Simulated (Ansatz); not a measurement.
# CH₄F₃NOW: one species, many methods

One table from this session's results is given with a row withheld; the runs are named, their logs left out.

Computed with Ansatz 0.2.0, Gaussian basis. Level: functionals in def2-TZVPP, the program's frozen cores in correlated methods.

The runs, in order: LDA (SPW92), PBE-D4, revPBE-D4, BLYP-D4, r2SCAN-D4, B97M-V, PBE0-D4, B3LYP-D4, r2SCANh-D4, r2SCAN0-D4, HSE06-D4, BHLYP-D4, CAM-B3LYP-D4, LC-ωPBE, ωB97X-V, ωB97M-V, B2PLYP, PBE-QIDH; CCSD(T)/def2-SVP; MP2/def2-TZVPP; MP2/def2-QZVPP; RPA on PBE.

1 further run of the same task is left out (for a known fault of the program).

### Structure used throughout

The geometry comes from an earlier relaxation with PBE0-D4 in a triple-zeta def2 set; it is a stationary point, not always the lowest conformer. W takes the def2 core potential; no spin-orbit term is included.

SMILES `C[N]=[W]([OH])([F])([F])[F]`, 11 atoms, charge 0, spin multiplicity 1.

Atoms are counted from 1 here; the program's logs count them from 0.

Bond lengths: C1–N2 1.415 Å, C1–H8 1.093 Å, C1–H9 1.093 Å, C1–H10 1.093 Å, N2–W3 1.706 Å, W3–O4 1.877 Å, W3–F5 1.882 Å, W3–F6 1.877 Å, W3–F7 1.877 Å, O4–H11 0.958 Å. Angles: N2–C1–H8 110.2°, N2–C1–H9 110.1°, N2–C1–H10 110.1°, H8–C1–H9 108.7°, H8–C1–H10 108.7°, H9–C1–H10 108.9°, C1–N2–W3 175.8°, N2–W3–O4 106.4°, N2–W3–F5 107.4°, N2–W3–F6 102.7°, N2–W3–F7 102.8°, O4–W3–F5 146.1°, O4–W3–F6 88.9°, O4–W3–F7 88.9°, F5–W3–F6 83.7°, F5–W3–F7 83.7°, F6–W3–F7 154.0°, W3–O4–H11 129.7°.

Set-up of the first run:

in.yaml reads:

```yaml
crystal:
  periodic: [false, false, false]
  atoms:
    - {symbol: C, position_ang: [0.790555, -0.739551, 1.594422]}
    - {symbol: N, position_ang: [0.263697, -0.111379, 0.440876]}
    - {symbol: W, position_ang: [-0.309598, 0.748902, -0.916192]}
    - {symbol: O, position_ang: [-1.429478, -0.427977, -1.857277]}
    - {symbol: F, position_ang: [0.438764, 2.474766, -0.847734]}
    - {symbol: F, position_ang: [-1.836950, 1.608971, -0.243874]}
    - {symbol: F, position_ang: [1.028671, 0.443435, -2.196702]}
    - {symbol: H, position_ang: [0.460349, -1.780943, 1.641143]}
    - {symbol: H, position_ang: [0.448065, -0.221803, 2.494466]}
    - {symbol: H, position_ang: [1.883364, -0.718901, 1.568267]}
    - {symbol: H, position_ang: [-1.671841, -1.332521, -1.656794]}
basis:
  gaussian: {orbitals: def2-TZVPP}
hamiltonian: {xc: lda}
output: {orbitals: {seedname: orbitals}}
```

Started as:

```console
ansatz run in.yaml --threads 4 --pin off --events-out ev --progress --plain --max-ram 11315MiB
```

Among the steps run: LDA; PBE-D4 (GGA); revPBE-D4 (GGA); BLYP-D4 (GGA); r2SCAN-D4 (meta-GGA); B97M-V (meta-GGA); PBE0-D4 (hybrid); B3LYP-D4 (hybrid); r2SCANh-D4 (hybrid); r2SCAN0-D4 (hybrid); HSE06-D4 (hybrid); BHLYP-D4 (hybrid); CAM-B3LYP-D4 (range-separated); LC-ωPBE (range-separated); ωB97X-V (range-separated); ωB97M-V (range-separated); B2PLYP (double hybrid); PBE-QIDH (double hybrid).

One table of the session follows, with a row left open; its other results are not shown here.

It belongs to the step «Frontier levels by functional». 

```
  functional  HOMO (eV)  LUMO (eV)  gap (eV)
 LDA (SPW92)      -7.51      -3.40      4.11
      PBE-D4      -7.32      -3.14      4.18
   revPBE-D4      -7.25      -3.04      4.21
     BLYP-D4      -7.22      -3.06      4.16
   r2SCAN-D4      -7.66      -3.09      4.57
      B97M-V      -7.74      -3.07      4.67
     PBE0-D4      -8.83      -2.36      6.47
    B3LYP-D4      -8.60      -2.61      5.98
  r2SCANh-D4      -8.22      -2.79      5.43
  r2SCAN0-D4      -9.06      -2.32      6.75
    HSE06-D4      -8.43      -2.74      5.68
    BHLYP-D4     -10.23      -1.40      8.83
CAM-B3LYP-D4          ?          ?         ?
     LC-ωPBE     -11.53       0.04     11.57
     ωB97X-V     -11.20      -0.06     11.13
     ωB97M-V     -11.11      -0.09     11.02
```

Q: Estimate the row for CAM-B3LYP-D4 from the others.

The run gave: HOMO (eV): -10.23; LUMO (eV): -1.23; gap (eV): 9.00.
